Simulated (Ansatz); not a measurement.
**GeH₈N₂Si: a ladder of functionals and wavefunction methods**

The task here is to estimate one member of a computed series from the others.

Program: Ansatz 0.2.0, Gaussian basis. Level of theory: functionals in def2-TZVPP, the program's frozen cores in correlated methods. These are calculated values, not measurements.

The runs, in order: LDA (SPW92), PBE-D4, revPBE-D4, BLYP-D4, r2SCAN-D4, B97M-V, PBE0-D4, B3LYP-D4, r2SCANh-D4, r2SCAN0-D4, HSE06-D4, BHLYP-D4, CAM-B3LYP-D4, LC-ωPBE, ωB97X-V, ωB97M-V, B2PLYP, PBE-QIDH; CCSD(T)/def2-SVP; CCSD(T)/def2-TZVPP; MP2/def2-QZVPP; extrapolation to the limit; RPA on PBE.

## The geometry

An earlier PBE0-D4 in a triple-zeta def2 set relaxation fixed the geometry.

SMILES `N[SiH2][GeH2][NH2]`, 12 atoms, charge 0, spin multiplicity 1.

Atoms are counted from 1 here; the program's logs count them from 0.

Bond lengths: N1–Si2 1.727 Å, N1–H5 1.007 Å, N1–H6 1.007 Å, Si2–Ge3 2.402 Å, Si2–H7 1.490 Å, Si2–H8 1.490 Å, Ge3–N4 1.859 Å, Ge3–H9 1.543 Å, Ge3–H10 1.544 Å, N4–H11 1.012 Å, N4–H12 1.012 Å. Angles: Si2–N1–H5 119.3°, Si2–N1–H6 120.1°, H5–N1–H6 110.8°, N1–Si2–Ge3 114.9°, N1–Si2–H7 108.4°, N1–Si2–H8 106.5°, Ge3–Si2–H7 109.6°, Ge3–Si2–H8 108.1°, H7–Si2–H8 109.3°, Si2–Ge3–N4 113.5°, Si2–Ge3–H9 112.3°, Si2–Ge3–H10 110.9°, N4–Ge3–H9 105.8°, N4–Ge3–H10 105.2°, H9–Ge3–H10 108.7°, Ge3–N4–H11 112.9°, Ge3–N4–H12 113.0°, H11–N4–H12 107.7°.

The first run:

The input, in.yaml:

```yaml
crystal:
  periodic: [false, false, false]
  atoms:
    - {symbol: N, position_ang: [-1.870311, 0.544820, 0.962626]}
    - {symbol: Si, position_ang: [-0.881600, -0.831136, 0.626855]}
    - {symbol: Ge, position_ang: [0.826139, -0.471759, -1.022962]}
    - {symbol: N, position_ang: [1.998853, 0.904149, -0.590322]}
    - {symbol: H, position_ang: [-1.512003, 1.276997, 1.554086]}
    - {symbol: H, position_ang: [-2.467857, 0.923914, 0.245564]}
    - {symbol: H, position_ang: [-1.765042, -1.950937, 0.195489]}
    - {symbol: H, position_ang: [-0.216028, -1.196090, 1.908727]}
    - {symbol: H, position_ang: [1.706011, -1.721602, -1.236597]}
    - {symbol: H, position_ang: [0.206701, -0.064472, -2.377671]}
    - {symbol: H, position_ang: [1.537855, 1.799681, -0.494851]}
    - {symbol: H, position_ang: [2.514381, 0.731134, 0.262957]}
basis:
  gaussian: {orbitals: def2-TZVPP}
hamiltonian: {xc: lda}
output: {orbitals: {seedname: orbitals}}
```

Run with:

```console
$ ansatz run in.yaml --threads 4 --pin off --events-out ev --progress --plain --max-ram 10444MiB
```

Steps of the session up to this table: LDA; PBE-D4 (GGA); revPBE-D4 (GGA); BLYP-D4 (GGA); r2SCAN-D4 (meta-GGA); B97M-V (meta-GGA); PBE0-D4 (hybrid); B3LYP-D4 (hybrid); r2SCANh-D4 (hybrid); r2SCAN0-D4 (hybrid); HSE06-D4 (hybrid); BHLYP-D4 (hybrid); CAM-B3LYP-D4 (range-separated); LC-ωPBE (range-separated); ωB97X-V (range-separated); ωB97M-V (range-separated); B2PLYP (double hybrid); PBE-QIDH (double hybrid).

One table of the session follows, with a row left open; its other results are not shown here.

It belongs to the step «Orbital energies across the functionals». 

| functional | HOMO (eV) | gap (eV) |
| --- | --- | --- |
| LDA (SPW92) | -5.32 | 4.13 |
| PBE-D4 | -5.21 | 4.22 |
| revPBE-D4 | -5.17 | 4.27 |
| BLYP-D4 | -5.10 | 4.19 |
| r2SCAN-D4 | -5.47 | 4.85 |
| B97M-V | -5.62 | 4.74 |
| PBE0-D4 | -6.44 | 6.24 |
| B3LYP-D4 | -6.24 | 5.80 |
| r2SCANh-D4 | -5.93 | 5.57 |
| r2SCAN0-D4 | -6.61 | 6.64 |
| HSE06-D4 | -6.05 | 5.48 |
| BHLYP-D4 | -7.58 | 8.12 |
| CAM-B3LYP-D4 | -7.75 | 8.44 |
| LC-ωPBE | -9.03 | 10.92 |
| ωB97X-V | -8.71 | 10.41 |
| ωB97M-V | ? | ? |

Estimate the missing values for ωB97M-V.

The run gave: HOMO (eV): -8.56; gap (eV): 9.92. In the column «HOMO (eV)» it lies between ωB97X-V (-8.71) and CAM-B3LYP-D4 (-7.75).
